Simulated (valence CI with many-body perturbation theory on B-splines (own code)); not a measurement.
**Levels and ionisation energy of Sr²³⁺**

What does CI with core correlation give for the spectrum of Sr²³⁺? Levels and ionisation energy come from one run, set against NIST.

Program: an in-house CI+MBPT code version 3. Level of theory: configuration interaction of the valence electrons, many-body perturbation theory for a frozen closed Dirac-Fock core, no-pair Dirac Hamiltonian, B-spline basis. These are calculated values, not measurements, unless marked.

## Step 1: What is computed

| Item | Value |
| --- | --- |
| element | strontium (Z = 38, A = 88) |
| charge | +23 |
| frozen core | [Ne] |
| start configuration of the valence electrons | 3s2 3p3 |
| nuclear rms radius | 4.2240 fm |

## Step 2: The calculation

The run's settings:

```ini
atom Sr  Z=38  mass_number=88  rms_radius_fm=4.2240
core [Ne]
valence 3s2 3p3
avg = 1
basis = M
breit = 1
cap = 40000
capref = 1200
cscale = 1
de = 0.0
dress = 0
eps = 2e-08
h = 0.27
hh = 1
l2 = 3
lcore = 6
maxit = 60
n2 = 5
natural = 1
nlev = 45
nno = [5, 5, 5, 4, 2, 1]
nroot = 26
nsp = [4, 4, 3, 2, 1, 0]
pt2 = 1
qed = 1
rpa = 1
s1 = 1
s2 = 1
s3 = 1
screen = 1
tol = 2e-05
```

The run is started by

```bash
> python run_cv.py task.json out
```

task.json holds these settings.

What does the calculation give? Wanted: for each run, computed; tabulated.

The runs gave:

| quantity | computed | tabulated |
| --- | --- | --- |
| lowest level | 3s2 3p3 ⁴S° 3/2 | 3p3 ⁴S°3/2 |
| first excitation | 3s2 3p3 ²D° 3/2, 12.06 eV | - |
| ionisation energy, to 3s2 3p2 ³P J = 0 | 1095.6 eV | 1105 ± 4 eV (semi-empirical) |
| dipole polarisability of the lowest level | 0.06221 bohr³ | - |
| hyperfine A/(μ/I) of the lowest level | 12522 MHz | - |
| no level missing from the run's list below | 174.62 eV | - |

What this shows: The ionisation energy is 9.4 eV (0.85 %) below the NIST entry, whose uncertainty is 4 eV. Of the added terms Σ1 moves the ionisation energy most, by +0.772 eV. The lowest level is 98 % 3s2 3p3, but only 61 % ⁴S° beside 27 % ²P°, so its LS name says little. Cautions: intervals between levels of different J carry noise of about a tenth of the second-order remainder, tens of cm⁻¹ or more; by estimate levels hold to under 0.1 % in light ions and to 0.1 to 0.5 % in heavy ones.
